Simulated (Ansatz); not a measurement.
# Ga₂H₄O: basis-set convergence

One table from this session's results is given with a row withheld; the runs are named, their logs left out.

The runs use Ansatz 0.2.0, Gaussian basis; one geometry, several basis sets.

Levels to be run: PBE0-D4/def2-SVP; ωB97M-V/def2-SVP; PBE0-D4/def2-QZVPP; ωB97M-V/def2-QZVPP; the functionals' def2-TZVPP values are taken from earlier runs.

## Structure used throughout

The geometry comes from an earlier relaxation with PBE0-D4 in a triple-zeta def2 set; it is a stationary point, not always the lowest conformer.

7 atoms, charge 0, spin multiplicity 1.

Atoms are counted from 1 here; the program's logs count them from 0.

Bond lengths: O1–Ga2 1.800 Å, O1–H4 0.960 Å, Ga2–Ga3 2.462 Å, Ga2–H5 1.580 Å, Ga3–H6 1.575 Å, Ga3–H7 1.575 Å. Angles: Ga2–O1–H4 113.9°, O1–Ga2–Ga3 112.4°, O1–Ga2–H5 114.6°, Ga3–Ga2–H5 133.0°, Ga2–Ga3–H6 121.5°, Ga2–Ga3–H7 121.6°, H6–Ga3–H7 116.9°.

Set-up of the first run:

Contents of in.yaml:

```yaml
crystal:
  periodic: [false, false, false]
  atoms:
    - {symbol: O, position_ang: [-1.816238, -0.845654, -0.177444]}
    - {symbol: Ga, position_ang: [-0.505853, 0.303095, -0.628862]}
    - {symbol: Ga, position_ang: [1.479916, 0.072921, 0.807388]}
    - {symbol: H, position_ang: [-2.602321, -0.773548, -0.723106]}
    - {symbol: H, position_ang: [-0.848481, 1.245356, -1.849469]}
    - {symbol: H, position_ang: [2.653657, -0.910145, 0.438389]}
    - {symbol: H, position_ang: [1.639330, 0.907985, 2.133114]}
basis:
  gaussian: {orbitals: def2-SVP}
hamiltonian: {xc: pbe0, dispersion: d4}
output: {orbitals: {seedname: orbitals}}
```

Command:

```sh
$ ansatz run in.yaml --threads 2 --pin off --events-out ev --progress --plain --max-ram 4352MiB
```

Among the steps run: PBE0-D4 in def2-SVP; ωB97M-V in def2-SVP; PBE0-D4 in def2-QZVPP; ωB97M-V in def2-QZVPP.

One of the session's tables, all rows but one given; the rest of the session is left out.

```
functional       basis  HOMO (eV)  LUMO (eV)
   PBE0-D4    def2-SVP      -7.18      -2.07
   PBE0-D4  def2-TZVPP      -7.24      -2.13
   PBE0-D4  def2-QZVPP      -7.25      -2.15
   ωB97M-V    def2-SVP      -9.16      -0.31
   ωB97M-V  def2-TZVPP      -9.26      -0.41
   ωB97M-V  def2-QZVPP          ?          ?
```

Estimate the missing values for ωB97M-V, def2-QZVPP.

As computed: HOMO (eV): -9.28; LUMO (eV): -0.52. In the column «HOMO (eV)» it is the lowest.
